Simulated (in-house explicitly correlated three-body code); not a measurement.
# Ge³⁰⁺: exact states and exact Kohn–Sham parts

The task here is to estimate one member of a computed series from the others.

The numbers are computed with in-house explicitly correlated three-body code version 1 (two electrons, non-relativistic, variational in exponentially correlated functions), except any that are marked as measured or tabulated.

## The system

```
charge of the centre : +32
mass of the centre   : infinite
interactions         : Coulomb
basis                : 260 functions exp(−a r1 − b r2 − g r12) a state, exponent ranges optimised
units                : hartree and bohr; relativity and QED are left out
```

Set-up of the first run:

Settings:

```ini
Z = 32.0
interaction_strength = 1.0
functions = 260
states_tried = 13
```

Started as:

```bash
python run_hyl.py task.json out
```

Among the steps run: Input and results.

One of the session's tables, all rows but one given; the rest of the session is left out.

It belongs to the step «Levels». 

| state | binding (eV) | excitation (eV) | ⟨r12⟩ (bohr) |
| --- | --- | --- | --- |
| 1 ¹S | 13392.3 | 0 | 0.06938 |
| 2 ³S | 3320.71 | 10071.6 | 0.1989 |
| 2 ³P | 3288.50 | 10103.8 | 0.1719 |
| 2 ¹S | 3284.30 | 10108.0 | 0.1980 |
| 2 ¹P | ? | ? | ? |
| 3 ³S | 1467.30 | 11925.0 | 0.4348 |
| 3 ³P | 1458.35 | 11933.9 | 0.4058 |
| 3 ¹S | 1457.71 | 11934.6 | 0.4368 |
| 3 ¹P | 1450.97 | 11941.3 | 0.4062 |
| 4 ³S | 823.197 | 12569.1 | 0.7706 |
| 4 ³P | 819.503 | 12572.8 | 0.7420 |
| 4 ¹S | 819.309 | 12573.0 | 0.7738 |
| 4 ¹P | 816.490 | 12575.8 | 0.7441 |

Q: Estimate the row for 2 ¹P from the others.

As computed: binding (eV): 3261.02; excitation (eV): 10131.3; ⟨r12⟩ (bohr): 0.1653. In the column «binding (eV)» it lies between 3 ³S (1467.30) and 2 ¹S (3284.30).
